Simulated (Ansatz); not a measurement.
Runs of Ansatz 0.2.0 on HfIn4SiO6. Symmetry: P312, No. 149, trigonal system. Conventional cell: a = 5.277 Å, b = 5.277 Å, c = 10.559 Å, α = 90.00°, β = 90.00°, γ = 120.00°. Around Hf (site symmetry 32) lie 6 O at 2.10 Å. Around In (site symmetry 3) lie 3 O at 2.62 Å. In (site symmetry 3) has 3 O at 2.32 Å as nearest neighbours. Si (site symmetry 32) is surrounded by 6 O at 1.83 Å. O (site symmetry 1) is surrounded by 1 Si at 1.83 Å and 1 Hf at 2.10 Å. The cell was built by a generator and needn't be a form met in nature.

| task | level | potentials or basis | spin | U | cell | k mesh | cutoff (eV) | target pressure (GPa) | hubbard projectors | double counting | points for each segment of the path | mesh quality | gap on the mesh (eV) | pressure (GPa) | largest force (eV/Å) |
| --- | --- | --- | --- | --- | --- | --- | --- | --- | --- | --- | --- | --- | --- | --- | --- |
| relaxation of cell and atoms | PBE | Ansatz PAW | off | - | relaxed to 5 GPa | 4 × 4 × 2 | 420 | 5 | - | - | - | not flagged | none | 5.0 | 0.01 |
| single point | PBE0 | Ansatz PAW | off | - | as given | 3 × 3 × 1 | 420 | - | - | - | - | coarse | 0.87 | -2.7 | 0.42 |
| relaxation of cell and atoms | PBEsol+D3(BJ) | Ansatz PAW | off | - | relaxed | 4 × 4 × 2 | 420 | - | - | - | - | not flagged | none | 0.0 | - |
| relaxation of cell and atoms | PBE | Ansatz PAW | off | - | relaxed to 2 GPa | 4 × 4 × 2 | 420 | 2 | - | - | - | not flagged | none | 2.0 | 0.01 |
| single point | r2SCANh | Ansatz PAW | off | - | as given | 3 × 3 × 1 | 500 | - | - | - | - | coarse | 0.33 | -3.5 | 0.44 |
| single point | PBE | Ansatz NC | off | - | as given | 6 × 6 × 3 | 1240 | - | - | - | - | not flagged | none | 0.0 | 0.02 |
| projected density of states | PBE+U | Ansatz PAW | off | Hf d U = 6 eV | as given | 6 × 6 × 3 | 420 | - | ortho-atomic (the default) | fll (the default) | - | not flagged | none | 1.1 | 0.40 |
| projected density of states | PBE+U | Ansatz PAW | off | Hf d U = 4 eV | as given | 6 × 6 × 3 | 420 | - | ortho-atomic (the default) | fll (the default) | - | not flagged | none | 0.7 | 0.26 |
| single point | r2SCAN0 | Ansatz PAW | off | - | as given | 3 × 3 × 1 | 500 | - | - | - | - | coarse | (c) | -4.4 | 0.57 |
| band structure | r2SCAN | Ansatz PAW | SOC, no magnetisation | - | as given | 4 × 4 × 2 | 500 | - | - | - | 10 | not flagged | - | -3.1 | 0.28 |
| projected density of states | PBE+U | Ansatz PAW | off | Hf d U = 8 eV | as given | 6 × 6 × 3 | 420 | - | ortho-atomic (the default) | fll (the default) | - | not flagged | none | 1.5 | (b) |
| projected density of states | PBE+U | Ansatz PAW | off | Hf d U = 2 eV | as given | 6 × 6 × 3 | 420 | - | ortho-atomic (the default) | fll (the default) | - | not flagged | none | 0.3 | (a) |

Alike in all rows: smearing fermi-dirac 0.05 eV.

Estimate the missing entries.

(a) 0.12; (b) 0.56; (c) 0.84.

Caveats: some runs use coarse meshes; the PAW data sets come from PBE, with cores solved anew for the run's functional, which leaves a small shift of forces and pressure (some runs); U without spin polarisation on a metal has little footing (some runs); the plane-wave basis is chosen anew once the cell has moved, so the energies of steps on either side of that aren't comparable (some runs); odd divisions of the mesh miss points on the zone boundary, where band edges often lie, so the gap on the mesh can be too wide (some runs); spin-orbit coupling is left out, which moves the levels of the heavy elements (some runs); the thresholds are loose for stress (some runs).

A k mesh can miss the band edges, and rows without SOC leave out spin-orbit coupling on Hf, In.

A gap of «none» marks a metal or a gap under the smearing width.
